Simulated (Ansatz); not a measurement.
# CH6AlFSi2, SMILES F[Si]1([AlH2])C[SiH2]1: a ladder of methods at one geometry

Program: Ansatz 0.2.0, Python API.

Typed at the interpreter:
```pycon
>>> from pathlib import Path
>>> import warnings
>>> import ansatz as az
>>> import numpy as np
>>> GEOMETRY = """
... F    -2.35420   -0.72390    0.16960
... Si   -0.90880    0.00490   -0.20180
... Al   -0.51260    2.30530    0.12060
... C     0.41310   -1.09500   -0.99330
... Si    0.74290   -1.21280    0.79100
... H    -0.16150    3.26220   -1.11580
... H    -0.46800    2.91070    1.61610
... H     1.13800   -0.55170   -1.59960
... H    -0.09170   -2.01990   -1.36530
... H     0.31720   -2.47850    1.42960
... H     1.95090   -0.45850    1.16960
... """
>>> warnings.simplefilter("ignore", az.DeckWarning)
>>> ch6alfsi2 = az.Crystal.molecule()
>>> for line in GEOMETRY.strip().splitlines():
...     symbol, *xyz = line.split()
...     ch6alfsi2 = ch6alfsi2.atom(symbol, [float(v) for v in xyz])
...
>>> calc = ch6alfsi2.calculation().basis(gaussian="cc-pVDZ")
>>> print("functional    E (Ha)        dipole (D)   HOMO (eV)  LUMO (eV)")
functional    E (Ha)        dipole (D)   HOMO (eV)  LUMO (eV)
>>> for name in ["lc_wpbe", "r2scan", "blyp", "hf", "revpbe", "hse06"]:
...     r = calc.functional(name).forces().orbitals().run(threads=1, runs_dir="runs").report
...     lines = Path(r["orbitals_path"]).read_text().splitlines()
...     field_of = lambda key: [line.split("=")[1].strip() for line in lines if line.startswith(key)]
...     orbitals = [(27.211386 * float(e), s, float(n)) for e, s, n in zip(field_of("Ene="), field_of("Spin="), field_of("Occup="))]
...     homo = max(e for e, _, n in orbitals if n > 0.5)
...     lumo = min(e for e, _, n in orbitals if n < 0.5)
...     dipole = 4.803205 * np.linalg.norm(r["charge_distribution"]["dipole_moment_e_ang"])
...     print(f"{name:10s} {r['free_energy_ev'] / 27.211386246:14.6f} {dipole:9.3f} {homo:11.3f} {lumo:10.3f}")
...
lc_wpbe       -962.587001     1.421      -8.258     -0.465
r2scan        -962.797827     1.421      -5.210     -3.046
blyp          -962.887234     1.325      -4.805     -3.036
hf            -960.549683     1.687      -7.958      0.335
revpbe        -962.724493     1.358      -4.965     -3.123
hse06         -962.417683     1.472      -5.567     -2.870
```

Reading the output:
- Total energies depend on the basis set; only differences at equal settings carry meaning.
- The geometry is a force-field or estimated start, not a minimum of this method, and the basis set is short of its limit. A lower total doesn't mark the better method: functionals have no common bound, and MP2 and coupled cluster aren't variational.
- Levels such as HOMO and LUMO are orbital energies: with these approximate functionals they aren't the ionisation energy and electron affinity, and their gap isn't the fundamental gap.
- For Al to Cl the sets with a tight d function, cc-pV(X+d)Z, are usual.
- hse06 follows the composition of plane-wave codes, whose totals differ by tens of mHa, up to about 0.1 Ha, from the form usual in Gaussian-basis programs (wpbeh).
- It ran for 39 s on 1 thread of Arm Neoverse V1 (shared host), peak memory 0.34 GiB.

(Lines on the test bed's own set-up are left out of the output.)
